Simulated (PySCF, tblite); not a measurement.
# C7H9NOSi: geometry, infrared bands and NMR shifts

What infrared bands and NMR shifts should C7H9NOSi (`N#C[C@@H]([SiH3])Cc1ccco1`) show?

The runs use tblite 0.8.0 and PySCF 2.14.0, with density-fitted response routines of our own; the level of theory stands in each step. All values are computed, except where a source is named. Atoms count from 0, in the outputs and in this text.

### 1 Starting geometry

19 atoms, charge 0, multiplicity 1; geometry from: force field or distance geometry start.

Bonds of the start (Å): N0–C1 1.16, C1–C2 1.48, C2–Si3 1.89, C2–C4 1.51, C4–C5 1.49, C5–C6 1.39, C6–C7 1.38, C7–C8 1.39, C8–O9 1.30, O9–C5 1.31, C2–H10 1.11, Si3–H11 1.44, Si3–H12 1.49, Si3–H13 1.47, C4–H14 1.11, C4–H15 1.12, C6–H16 1.07, C7–H17 1.06, C8–H18 1.07.

### 2 Optimising the geometry with GFN2-xTB

Job settings and geometry (Å):

```
{"job": {"kind": "relax", "xc": "GFN2-xTB", "basis": "xTB"}, "charge": 0, "multiplicity": 1}
N     -3.288500    -2.297300     0.772800
C     -2.426800    -1.715200     0.265100
C     -1.282900    -0.989200    -0.341100
Si    -1.946700     0.692200    -0.889300
C     -0.246200    -0.866200     0.744100
C      0.968500    -0.145100     0.278500
C      1.264700     1.207500     0.320600
C      2.527500     1.347700    -0.219300
C      2.959300     0.075800    -0.580200
O      2.000400    -0.742900    -0.255400
H     -0.928600    -1.579600    -1.206200
H     -1.461100     1.115700    -2.173600
H     -3.427100     0.558300    -0.907000
H     -1.665600     1.641100     0.203800
H     -0.696000    -0.392300     1.642200
H      0.002800    -1.916200     1.048600
H      0.652700     2.000400     0.705300
H      3.097700     2.234000    -0.367900
H      3.886000    -0.219400    -1.033700
```

Command:

```
> OMP_NUM_THREADS=1 python probes_run.py task.json out
```

One launch serves the whole session: the jobs run in the order shown.

**Question.** This job is followed by: GFN2-xTB harmonic vibrations, gas phase; GIAO PBE0/pcSseg-1 NMR shielding, non-relativistic, gas phase. Predict these results of the whole session: strongest single infrared mode (GFN2-xTB); zero-point energy (GFN2-xTB); ¹³C shifts against TMS (PBE0/pcSseg-1); ¹H shifts against TMS (PBE0/pcSseg-1, means over atoms taken as alike); ¹⁵N shifts against NH3 (PBE0/pcSseg-1); ²⁹Si shifts against TMS (PBE0/pcSseg-1); ¹⁷O shifts against H2O (PBE0/pcSseg-1).

The runs gave:

| quantity | value |
| --- | --- |
| strongest single infrared mode (GFN2-xTB) | 790 cm⁻¹, 352 km/mol |
| zero-point energy (GFN2-xTB) | 85.7 kcal/mol |
| ¹³C shifts against TMS (PBE0/pcSseg-1) | 156.7, 148.0, 125.6, 117.5, 116.8, 34.0, 10.1 ppm |
| ¹H shifts against TMS (PBE0/pcSseg-1, means over atoms taken as alike) | 7.57, 6.59, 6.51, 3.63, 3.62, 2.85, 2.47 ppm |
| ¹⁵N shifts against NH3 (PBE0/pcSseg-1) | 297.5 ppm |
| ²⁹Si shifts against TMS (PBE0/pcSseg-1) | -61.9 ppm |
| ¹⁷O shifts against H2O (PBE0/pcSseg-1) | 301.8 ppm |

Over 143 steps the energy fell by 0.480 eV; of the close pairs, C1–C2 changed most, 1.484 to 1.430 Å. No mode is imaginary among the 51: a minimum at this level. The strongest single mode, at 790 cm⁻¹, moves mainly H11 and H12. GFN2-xTB is a fitted tight-binding method: band positions and strengths are rough. Its intensities can rank the bands wrongly. At PBE0/pcSseg-1: Shielding is most anisotropic at N0 (span 488 ppm, paramagnetic term -370 ppm). NICS(1)zz of -26 ppm above the planar ring from C5 marks a diatropic (aromatic) ring current.
